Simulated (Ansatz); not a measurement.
A nudged elastic band was laid between two geometries of a periodic cell of 13 atoms, Sc₁₂F (host Sc, host structure hcp, interstitial F).

Computed with Ansatz, DFT PBE, scalar-relativistic, plane waves, PAW. Settings: cutoff 420 eV, k mesh 4x3x4, fermi-dirac smearing 0.1 eV, no spin polarisation.

```json
{
  "movable images": "5",
  "climbing image": "yes",
  "spring": "5.0 eV/Å²",
  "optimiser": "quadratic models (default)",
  "start path": "IDPP",
  "force threshold": "0.03 eV/Å",
  "iteration limit": "80",
  "end points": "relaxed"
}
```

First end point:

```xyz
13
Lattice="6.6200 0.0000 0.0000 -4.9650 8.5996 0.0000 0.0000 0.0000 5.2761" Properties=species:S:1:pos:R:3
Sc 0.002 0.007 0.009
Sc -0.001 1.900 2.639
Sc -1.628 2.857 0.027
Sc -1.628 4.795 2.607
Sc -3.312 5.764 0.026
Sc -3.309 7.662 2.637
Sc 3.309 -0.012 -0.003
Sc 3.312 1.886 2.609
Sc 1.629 2.855 0.028
Sc 1.628 4.793 2.607
Sc 0.002 5.750 -0.005
Sc -0.001 7.643 2.625
F 3.310 3.826 3.955
```

Last end point:

Only the atoms that move by more than 0.05 Å are listed.
```
Sc3 -1.623 2.853 -0.027
Sc4 -1.624 4.791 2.669
Sc5 -3.306 5.760 -0.027
Sc8 3.317 1.882 2.669
Sc9 1.636 2.851 -0.026
Sc10 1.634 4.789 2.670
F13 3.318 3.821 6.597
```

(1) What changes between the two ends?

(2) What energy profile does the band end with?

(3) What is the geometry of the highest image?

## Answers

(1) The atom that moves furthest is F13, by 2.64 Å; four of its nearest neighbours are Sc5 2.36, Sc8 2.36, Sc10 2.36, Sc4 2.36 Å at the first end and Sc4 2.36, Sc3 2.36, Sc5 2.36, Sc8 2.36 Å at the last.

(2) The run converged. The highest image is number 3 of 0 to 6, 1.02 eV above the ends, which have the same energy within 2 meV. By the program's own check the climbing image is of a kind that is not told: the force calls were inconclusive, a negative curvature could not be distinguished from the path's own, the only one lies far off the path, or fixed occupations may fill a level only in part (lowest curvatures found: -3.44 and 1.23 eV/Å²). Limits of this set-up: coarse k mesh, odd electron count without spin, a small cell, in which the defect meets its images.

```
image  path coordinate (Å)  energy (eV)
    0                 0.00         0.00
    1                 0.44         0.24
    2                 0.88         0.74
    3                 1.32         1.02
    4                 1.76         0.74
    5                 2.20         0.24
    6                 2.64         0.00
```

(3) 
```xyz
13
Lattice="6.6200 0.0000 0.0000 -4.9650 8.5996 0.0000 0.0000 0.0000 5.2761" Properties=species:S:1:pos:R:3
Sc 0.011 0.009 0.000
Sc 0.004 1.927 2.638
Sc -1.550 2.761 0.000
Sc -1.549 4.856 2.638
Sc -3.323 5.886 0.000
Sc -3.302 7.622 2.638
Sc 3.313 -0.040 0.000
Sc 3.308 1.747 2.638
Sc 1.549 2.797 0.000
Sc 1.553 4.872 2.638
Sc 0.007 5.781 0.000
Sc 0.004 7.646 2.638
F 3.326 3.836 5.276
```

Run time: 12 min on 4 threads of Intel(R) Xeon(R) 6975P-C (Granite Rapids), with other jobs on the host, peak memory 3.8 GiB.
